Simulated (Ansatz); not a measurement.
# Zr3TiC4: the cost of one run

Computed with Ansatz 0.2.0 (DFT PBE, scalar-relativistic, plane waves, PAW, unless a step's input says otherwise).

### 1 Starting point

It takes space group Cmmm (No. 65, orthorhombic). Conventional cell: a = 6.538 Å, b = 9.243 Å, c = 3.276 Å, α = 90.00°, β = 90.00°, γ = 90.00°. Zr (site symmetry mmm) has 6 C at 2.36 Å in its first shell of neighbours. Zr (site symmetry 2/m) is surrounded by 6 C at 2.31 Å. Ti (site symmetry mmm) is surrounded by 6 C at 2.27 Å. C (site symmetry m2m) has 1 Ti at 2.27 Å and 5 Zr at 2.31 to 2.36 Å in its first shell of neighbours. C (site symmetry 2mm) has 2 Ti at 2.27 Å and 4 Zr at 2.31 to 2.36 Å in its first shell of neighbours.

Coordinates:

```
CELL_PARAMETERS angstrom
3.26885 -4.62152 0.00000
3.26885 4.62152 0.00000
0.00000 0.00000 3.27557
ATOMIC_POSITIONS crystal
Zr 0.00000 0.00000 0.00000
Zr 0.00000 0.50000 0.50000
Zr 0.50000 0.00000 0.50000
Ti 0.50000 0.50000 0.00000
C 0.25482 0.74518 0.00000
C 0.74518 0.25482 0.00000
C 0.25966 0.25966 0.50000
C 0.74034 0.74034 0.50000
```

The start is the relaxed end of an invented cell (made as: elements ordered on the sites of the ZrC type, Ti/Zr on Zr (Cmmm, No. 65)), taken up again for a closer look.

### 2 Probe: one point on a coarse mesh

input.yaml reads:

```yaml
crystal:
  lattice:
    - [3.2688529, -4.6215219, 0.0]
    - [3.2688529, 4.6215219, 0.0]
    - [0.0, 0.0, 3.2755689]
  atoms:
    - { symbol: Zr, position: [0.0, 0.0, 0.0] }
    - { symbol: Zr, position: [0.0, 0.5, 0.5] }
    - { symbol: Zr, position: [0.5, 0.0, 0.5] }
    - { symbol: Ti, position: [0.5, 0.5, 0.0] }
    - { symbol: C, position: [0.254818, 0.745182, 0.0] }
    - { symbol: C, position: [0.745182, 0.254818, 0.0] }
    - { symbol: C, position: [0.259658, 0.259658, 0.5] }
    - { symbol: C, position: [0.740342, 0.740342, 0.5] }
basis:
  ecutwfc: 420
kpoints:
  mp_grid: { grid: [4, 4, 6] }
hamiltonian:
  xc: pbe
scf:
  occupations: { method: gaussian, width: 0.1 }
  lower_state_search: "off"
output:
  forces: true
  stress: true
  eigenvalues: true
```

Started as:

```sh
> ansatz run input.yaml --threads 4 --pin off --max-ram 8192MiB --backend cpu --events-out ev --progress --plain --runs-dir out
```

What time and memory should one allow on 4 threads of Arm Neoverse V1, shared host?

About 2.1 s, with a peak of 0.48 GiB.
